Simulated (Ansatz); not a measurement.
# Cd32Se24Te8: the cost of one run

All numbers are computed with Ansatz 0.2.0 (PAW, plane waves).

## (1) The starting cell

64 atoms (32 Cd, 24 Se, 8 Te); a = 12.365 Å, b = 12.365 Å, c = 12.365 Å, α = 90.00°, β = 90.00°, γ = 90.00°. All atoms were shaken off their sites by about 0.02 Å along each axis.

Steps to follow: (2) PBEsol cell relaxation at the single k point (¼, ¼, ¼), on 1 × NVIDIA GB200 with 8 threads of Arm Neoverse-V2; (3) HSE06 single point at the single k point (¼, ¼, ¼), on 1 × NVIDIA GB200 with 8 threads of Arm Neoverse-V2.

## (2) PBEsol relaxation of the cell and the positions

in.yaml

```yaml
crystal:
  lattice:
    - [12.364638, 0.000000, 0.000000]
    - [0.000000, 12.364638, 0.000000]
    - [0.000000, 0.000000, 12.364638]
  atoms:
    - { symbol: Cd, position: [0.998702, 0.001205, 0.998590] }
    - { symbol: Cd, position: [0.999506, 0.999437, 0.501159] }
    - { symbol: Cd, position: [0.001543, 0.501330, 0.000037] }
    - { symbol: Cd, position: [0.001642, 0.500450, 0.500189] }
    - { symbol: Cd, position: [0.501215, 0.999949, 0.002064] }
    - { symbol: Cd, position: [0.500291, 0.998958, 0.498853] }
    - { symbol: Cd, position: [0.498279, 0.498392, 0.004286] }
    - { symbol: Cd, position: [0.501418, 0.498165, 0.501471] }
    - { symbol: Cd, position: [0.246858, 0.251890, 0.001088] }
    - { symbol: Cd, position: [0.252894, 0.250306, 0.498355] }
    - { symbol: Cd, position: [0.247553, 0.748646, 0.999533] }
    - { symbol: Cd, position: [0.249815, 0.754758, 0.500725] }
    - { symbol: Cd, position: [0.749820, 0.248939, 0.999171] }
    - { symbol: Cd, position: [0.751497, 0.250197, 0.499246] }
    - { symbol: Cd, position: [0.748632, 0.749876, 0.001553] }
    - { symbol: Cd, position: [0.749564, 0.751891, 0.501394] }
    - { symbol: Cd, position: [0.254433, 0.000574, 0.252044] }
    - { symbol: Cd, position: [0.247169, 0.999018, 0.749796] }
    - { symbol: Cd, position: [0.250572, 0.500976, 0.250525] }
    - { symbol: Cd, position: [0.249926, 0.502848, 0.749779] }
    - { symbol: Cd, position: [0.749162, 0.998966, 0.246757] }
    - { symbol: Cd, position: [0.749283, 0.997914, 0.748003] }
    - { symbol: Cd, position: [0.750319, 0.497830, 0.250564] }
    - { symbol: Cd, position: [0.747765, 0.499542, 0.750410] }
    - { symbol: Cd, position: [0.999625, 0.247426, 0.248740] }
    - { symbol: Cd, position: [0.001920, 0.247105, 0.750679] }
    - { symbol: Cd, position: [0.000585, 0.750562, 0.248789] }
    - { symbol: Cd, position: [0.997382, 0.748671, 0.751026] }
    - { symbol: Cd, position: [0.500307, 0.253413, 0.251206] }
    - { symbol: Cd, position: [0.497351, 0.252088, 0.749620] }
    - { symbol: Cd, position: [0.500593, 0.751298, 0.251777] }
    - { symbol: Cd, position: [0.500874, 0.749499, 0.750594] }
    - { symbol: Se, position: [0.123295, 0.123863, 0.122149] }
    - { symbol: Se, position: [0.122252, 0.125666, 0.625923] }
    - { symbol: Se, position: [0.127390, 0.626126, 0.627425] }
    - { symbol: Se, position: [0.627561, 0.126208, 0.126539] }
    - { symbol: Se, position: [0.623199, 0.624675, 0.128145] }
    - { symbol: Se, position: [0.374680, 0.375118, 0.124852] }
    - { symbol: Se, position: [0.373171, 0.377696, 0.625789] }
    - { symbol: Se, position: [0.378491, 0.874283, 0.628814] }
    - { symbol: Se, position: [0.870611, 0.373835, 0.125208] }
    - { symbol: Se, position: [0.874828, 0.373858, 0.627487] }
    - { symbol: Se, position: [0.873906, 0.877302, 0.123649] }
    - { symbol: Se, position: [0.374030, 0.123086, 0.373488] }
    - { symbol: Se, position: [0.374883, 0.126367, 0.876568] }
    - { symbol: Se, position: [0.372703, 0.625101, 0.875525] }
    - { symbol: Se, position: [0.876316, 0.122410, 0.877969] }
    - { symbol: Se, position: [0.874556, 0.625311, 0.376349] }
    - { symbol: Se, position: [0.875439, 0.628687, 0.874664] }
    - { symbol: Se, position: [0.125785, 0.376769, 0.377276] }
    - { symbol: Se, position: [0.123458, 0.375469, 0.876141] }
    - { symbol: Se, position: [0.124348, 0.876287, 0.371807] }
    - { symbol: Se, position: [0.125588, 0.874099, 0.876316] }
    - { symbol: Se, position: [0.623717, 0.378103, 0.379226] }
    - { symbol: Se, position: [0.625495, 0.373588, 0.876570] }
    - { symbol: Se, position: [0.625618, 0.876502, 0.374949] }
    - { symbol: Te, position: [0.124653, 0.621709, 0.126984] }
    - { symbol: Te, position: [0.625567, 0.124698, 0.623252] }
    - { symbol: Te, position: [0.624796, 0.627586, 0.624175] }
    - { symbol: Te, position: [0.375201, 0.874589, 0.125920] }
    - { symbol: Te, position: [0.873938, 0.874496, 0.625190] }
    - { symbol: Te, position: [0.375730, 0.626452, 0.373092] }
    - { symbol: Te, position: [0.876962, 0.125594, 0.377733] }
    - { symbol: Te, position: [0.628520, 0.872343, 0.875576] }
  symmetry: { detect: false }
kpoints:
  mp_grid: { grid: [1, 1, 1], shift: [0.25, 0.25, 0.25] }
hamiltonian:
  xc: pbesol
scf:
  occupations: { method: fermi_dirac, width: 0.01 }
relax:
  f_tol: 0.03
  max_steps: 80
  escape_saddle: false
  adjacent_minimum: "off"
  cell: { fix: [shape] }
output:
  forces: true
  eigenvalues: true
  populations: true
```

Command:

```
$ ansatz run in.yaml --threads 8 --pin off --max-ram 118750MiB --runs-dir r --events-out ev --progress --plain --backend cuda --devices 0, --max-vram 170GiB
```

What time and memory should one allow on 1 × NVIDIA GB200 with 8 threads of Arm Neoverse-V2, shared host?

About 7.3 s, with a peak of 2.3 GiB on the host.
